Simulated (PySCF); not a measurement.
# C₅H₈O₃: vibronic structure

Programs: PySCF 2.14.0, with routines of our own; each step states its level. All values are computed. Atoms count from 0.

## 1. The starting structure

16 atoms, charge 0, multiplicity 1; geometry from: GFN2-xTB.

## 2. Vibronic structure: TDDFT B3LYP/def2-SVP

The job: settings as JSON, then the geometry in Å.

```
{"job": {"kind": "vib", "xc": "B3LYP", "basis": "def2-SVP", "tda": false}, "charge": 0, "multiplicity": 1}
C      2.335896    -0.237819     0.004007
C      0.934415     0.330309    -0.151612
O      0.211212    -0.473106    -1.015752
C     -1.133911    -0.048200    -1.108984
C     -1.818260    -0.240583     0.240543
C     -0.948373     0.249520     1.386921
O     -1.380516     0.445173     2.487917
O      0.358179     0.426750     1.152989
H      2.828582    -0.244606    -0.962882
H      2.896790     0.371549     0.704753
H      2.268918    -1.254238     0.380740
H      0.975122     1.369094    -0.540720
H     -1.593544    -0.660325    -1.886292
H     -1.170677     1.008531    -1.414261
H     -2.778752     0.271616     0.289257
H     -1.992678    -1.304721     0.421964
```

Level: TDDFT B3LYP/def2-SVP vertical-gradient vibronic structure (displaced harmonic oscillators, Condon), gas phase.

Command:

```console
OMP_NUM_THREADS=1 python excited_run.py task.json out
```

The driver reads the jobs from task.json and runs them one after another.

**Question.** How long does this first job take on 1 thread of Intel Xeon at 2.50GHz, shared host, and how much memory does it need?

About 97 s, with a peak of 0.86 GiB.
